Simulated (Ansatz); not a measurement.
# CdCl₂ (SMILES [Cl][Cd][Cl]): a rigid scan of the bond length Cd2–Cl3

Aim: the energy along the bond length Cd2–Cl3, from CCSD(T) and from cheaper methods, relative to the minimum. No other atom is relaxed.

Method: single points in def2-TZVPP; program: Ansatz 0.2.0, Gaussian basis.

Levels: PBE-D4, r2SCAN-D4, PBE0-D4, B3LYP-D4, wB97M-V, Hartree-Fock, MP2, CCSD, CCSD(T). The scan takes 1.947, 2.014, 2.111, 2.226, 2.352, 2.488, 2.633, 2.785, 2.943 Å.

Correlated methods freeze the cores. Filled d shells of the heavier atoms are correlated. Core potentials replace the inner electrons past krypton, and spin-orbit coupling is left out. B3LYP uses VWN-RPA correlation.

10 further runs of the same task are left out: 10 set aside as unsound or not needed.

**1. Starting geometry**

The minimum, relaxed at PBE0-D4: 3 atoms, charge 0, spin multiplicity 1.

Atoms are counted from 1 here; the program's logs count them from 0.

Bond lengths: Cl1–Cd2 2.264 Å, Cd2–Cl3 2.264 Å. Angles: Cl1–Cd2–Cl3 180.0°.

As a file:

```
Cl    1.5279    1.3290    0.9735
Cd   -0.0038   -0.0214   -0.0045
Cl   -1.5350   -1.3725   -0.9823
```

Energies of the minimum (eV), from earlier single points: PBE-D4 -29603.83384, r2SCAN-D4 -29613.88794, PBE0-D4 -29605.60524, B3LYP-D4 -29616.36339, wB97M-V -29611.07054, CCSD(T) -29581.80097.

At the minimum the bond length Cd2–Cl3 is 2.264 Å.

**2. Cd2–Cl3 = 1.947 Å**

ccsdt-tzvpp/in.yaml reads:

```yaml
crystal:
  periodic: [false, false, false]
  atoms:
    - {symbol: Cl, position_ang: [1.527942, 1.329035, 0.973529]}
    - {symbol: Cd, position_ang: [-0.003795, -0.021371, -0.004463]}
    - {symbol: Cl, position_ang: [-1.320569, -1.183221, -0.845309]}
basis:
  gaussian: {orbitals: def2-TZVPP}
correlation: {method: ccsd_t}
```

The command line of these runs was not kept.

After this run come: Cd2–Cl3 = 2.014 Å; Cd2–Cl3 = 2.111 Å; Cd2–Cl3 = 2.226 Å; Cd2–Cl3 = 2.352 Å; Cd2–Cl3 = 2.488 Å; Cd2–Cl3 = 2.633 Å; Cd2–Cl3 = 2.785 Å; Cd2–Cl3 = 2.943 Å.

What does the calculation give? Wanted: highest point, CCSD(T); lowest point, CCSD(T); minimum along the scan, CCSD(T); RMS deviation from CCSD(T); largest T1 diagnostic.

The runs gave:

| quantity | value |
| --- | --- |
| highest point, CCSD(T) | 1.442 eV at 2.943 Å |
| lowest point, CCSD(T) | 0.000 eV at 2.264 Å |
| minimum along the scan, CCSD(T) | 2.264 Å |
| curvature there | 14.4 eV/Å² |
| RMS deviation from CCSD(T) | PBE-D4 0.070, r2SCAN-D4 0.026, PBE0-D4 0.017, B3LYP-D4 0.079, wB97M-V 0.017, Hartree-Fock 0.149, MP2 0.109, CCSD 0.011 eV |
| largest T1 diagnostic | 0.018 |

In words: A polynomial through the near points puts the CCSD(T) minimum at the PBE0-D4 value. The third derivative is negative, the usual anharmonicity of a bond. Curvature against CCSD(T): PBE-D4 -8 %, Hartree-Fock -5 %. The curve of CCSD lies nearest to CCSD(T), that of Hartree-Fock farthest.
